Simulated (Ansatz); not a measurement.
# C4H10Cl3HfN: small, medium and large basis sets

One table from this session's results is given with a row withheld; the runs are named, their logs left out.

Program: Ansatz 0.2.0, Gaussian basis. Level of theory: one geometry, several basis sets. These are calculated values, not measurements.

Plan: PBE0-D4/def2-SVP; ωB97M-V/def2-SVP; PBE0-D4/def2-QZVPP; ωB97M-V/def2-QZVPP; the functionals' def2-TZVPP values are taken from earlier runs.

1 further run of the same task is left out (it didn't finish).

### The relaxed structure

The geometry comes from an earlier relaxation with PBE0-D4 in a triple-zeta def2 set; it is a stationary point, not always the lowest conformer. Hf takes the def2 core potential; no spin-orbit term is included.

SMILES `CC[N](CC)[Hf]([Cl])([Cl])[Cl]`, 19 atoms, charge 0, spin multiplicity 1.

Atoms are counted from 1 here; the program's logs count them from 0.

Bond lengths: C1–C2 1.515 Å, C1–H10 1.094 Å, C1–H11 1.093 Å, C1–H12 1.091 Å, C2–N3 1.453 Å, C2–H13 1.100 Å, C2–H14 1.097 Å, N3–C4 1.461 Å, N3–Hf6 1.999 Å, C4–C5 1.520 Å, C4–H15 1.094 Å, C4–H16 1.099 Å, C5–H17 1.091 Å, C5–H18 1.092 Å, C5–H19 1.092 Å, Hf6–Cl7 2.344 Å, Hf6–Cl8 2.351 Å, Hf6–Cl9 2.349 Å. Angles: C2–C1–H10 111.8°, C2–C1–H11 111.5°, C2–C1–H12 110.0°, H10–C1–H11 108.9°, H10–C1–H12 107.0°, H11–C1–H12 107.5°, C1–C2–N3 113.2°, C1–C2–H13 109.3°, C1–C2–H14 109.2°, N3–C2–H13 108.3°, N3–C2–H14 110.2°, H13–C2–H14 106.5°, C2–N3–C4 113.1°, C2–N3–Hf6 126.8°, C4–N3–Hf6 120.1°, N3–C4–C5 114.1°, N3–C4–H15 109.1°, N3–C4–H16 108.5° and more.

The first run:

File in.yaml:

```yaml
crystal:
  periodic: [false, false, false]
  atoms:
    - {symbol: C, position_ang: [-0.946658, -2.115511, -0.350301]}
    - {symbol: C, position_ang: [-0.294770, -1.104308, 0.571168]}
    - {symbol: N, position_ang: [-0.188043, 0.220291, -0.017305]}
    - {symbol: C, position_ang: [0.234806, 1.240366, 0.939462]}
    - {symbol: C, position_ang: [1.693543, 1.136122, 1.352754]}
    - {symbol: Hf, position_ang: [-0.589941, 0.725322, -1.908996]}
    - {symbol: Cl, position_ang: [0.055409, 2.953128, -2.247918]}
    - {symbol: Cl, position_ang: [-2.898729, 0.497904, -2.289314]}
    - {symbol: Cl, position_ang: [0.611646, -0.651792, -3.384243]}
    - {symbol: H, position_ang: [-0.360349, -2.274428, -1.259558]}
    - {symbol: H, position_ang: [-1.958027, -1.808046, -0.630075]}
    - {symbol: H, position_ang: [-1.024964, -3.081762, 0.150890]}
    - {symbol: H, position_ang: [-0.882652, -1.024814, 1.496902]}
    - {symbol: H, position_ang: [0.698123, -1.469943, 0.862103]}
    - {symbol: H, position_ang: [0.060313, 2.231028, 0.508419]}
    - {symbol: H, position_ang: [-0.412060, 1.175976, 1.825395]}
    - {symbol: H, position_ang: [1.910387, 0.186260, 1.844638]}
    - {symbol: H, position_ang: [1.943659, 1.936471, 2.052915]}
    - {symbol: H, position_ang: [2.348338, 1.227756, 0.483065]}
basis:
  gaussian: {orbitals: def2-SVP}
hamiltonian: {xc: pbe0, dispersion: d4}
output: {orbitals: {seedname: orbitals}}
```

On the command line:

```bash
> ansatz run in.yaml --threads 4 --pin off --events-out ev --progress --plain --max-ram 46080MiB --backend cpu
```

Steps of the session up to this table: PBE0-D4 in def2-SVP; ωB97M-V in def2-SVP; PBE0-D4 in def2-QZVPP; ωB97M-V in def2-QZVPP.

One of the session's tables, all rows but one given; the rest of the session is left out.

It belongs to the step «Functionals by basis». 

| functional | basis | HOMO (eV) |
| --- | --- | --- |
| PBE0-D4 | def2-SVP | -7.17 |
| PBE0-D4 | def2-TZVPP | ? |
| PBE0-D4 | def2-QZVPP | -7.17 |
| ωB97M-V | def2-SVP | -9.38 |
| ωB97M-V | def2-TZVPP | -9.38 |
| ωB97M-V | def2-QZVPP | -9.40 |

**Question.** Estimate the row for PBE0-D4, def2-TZVPP.

**Answer.** HOMO (eV): -7.15. In the column «HOMO (eV)» it is the highest.
